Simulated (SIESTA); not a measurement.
Crystal: ZrB.

```xyz
2
Lattice="0.0000 2.3250 2.3250 2.3250 0.0000 2.3250 2.3250 2.3250 0.0000" Properties=species:S:1:pos:R:3 pbc="T T T"
Zr    0.0000    0.0000    0.0000
B     2.3250    2.3250    2.3250
```

Base run:

| Item | Value |
| --- | --- |
| Program | SIESTA 5.4.2 |
| Functional | PBEsol |
| Potentials or basis | PseudoDojo 0.4 standard (PBEsol files) |
| Basis | DZP (energy shift 0.003 Ry; two zetas on semicore shells) |
| Grid cutoff | 800 Ry |
| Energy shift | 0.003 Ry |
| k mesh | 10 × 10 × 10 |
| Occupations | fermi-dirac, width 0.05 eV |
| Spin | no spin polarisation |

Its results: band gap on the k mesh none (metal or under the smearing width); pressure 30.4 GPa.

**Question.** After a change of settings the same cell gave: band gap on the k mesh none (metal or under the smearing width); pressure 31.3 GPa. Which change was it?
A. functional from PBEsol to PW91; potentials or basis from PseudoDojo 0.4 standard (PBEsol files) to PseudoDojo 0.4 standard (PBE files)
B. functional from PBEsol to WC
C. functional from PBEsol to LDA; potentials or basis from PseudoDojo 0.4 standard (PBEsol files) to PseudoDojo 0.4 standard (LDA files)
D. functional from PBEsol to revPBE; potentials or basis from PseudoDojo 0.4 standard (PBEsol files) to PseudoDojo 0.4 standard (PBE files)

**Answer.** B.

Caveats: a pressure of tens of GPa on the cell as given is suspect, and the run, the potentials or the cell itself is likely at fault; the basis of atomic orbitals isn't converged, which shifts pressures, moduli and gaps; the potentials were made for another functional, which shifts forces and pressure (some runs).

Runs at the PBE level aren't shown here.
